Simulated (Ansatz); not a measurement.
# C: the cost of one run

Method: DFT r2SCAN, scalar-relativistic, plane waves, PAW, in Ansatz 0.2.0.

2 further runs of the same task are left out: 2 set aside as unsound or not needed. Runs told in other sessions of the task aren't counted.

**1. The system as given**

The structure is orthorhombic, space group Fmmm (No. 69). The conventional cell has a = 2.456 Å, b = 4.254 Å, c = 7.124 Å, α = 90.00°, β = 90.00°, γ = 90.00°. C (site symmetry m2m) has 3 C at 1.42 Å in its first shell of neighbours.

As a file:

```
C
1.0
     1.22792    2.12676    0.00000
     1.22792   -2.12676    0.00000
     0.00000    0.00000   -7.12353
C
4
Direct
  0.16670 0.83330 0.00000
  0.66670 0.33330 0.50000
  0.83330 0.16670 0.00000
  0.33330 0.66670 0.50000
```

It is built from the cell relaxed beforehand with the same method (9.30 Å³/atom).

**2. The reference: the undisturbed cell on the scan's mesh**

input.yaml reads:

```yaml
crystal:
  lattice:
    - [1.2279212041, 2.1267565396, 0.0]
    - [1.2279212041, -2.1267565396, 0.0]
    - [0.0, 0.0, -7.1235273225]
  atoms:
    - { symbol: C, position: [0.1667039277, 0.8332960723, 0.0] }
    - { symbol: C, position: [0.6667039277, 0.3332960723, 0.5] }
    - { symbol: C, position: [0.8332960723, 0.1667039277, 0.0] }
    - { symbol: C, position: [0.3332960723, 0.6667039277, 0.5] }
basis:
  ecutwfc: 500
kpoints:
  mp_grid: { grid: [12, 12, 4] }
hamiltonian:
  xc: r2scan
scf:
  occupations: { method: gaussian, width: 0.05 }
output:
  forces: true
  stress: true
  eigenvalues: true
  write_density: true
  write_potential: true
  elf: true
  volumetric_format: npy
```

Run with:

```
$ ansatz run input.yaml --threads 2 --pin off --max-ram 5120MiB --backend cpu --events-out ev --progress --plain --runs-dir out
```

**Question.** How long does this run take on 2 threads of Arm Neoverse V2, shared host, and how much memory does it need?

About 3.6 s, with a peak of 0.41 GiB.
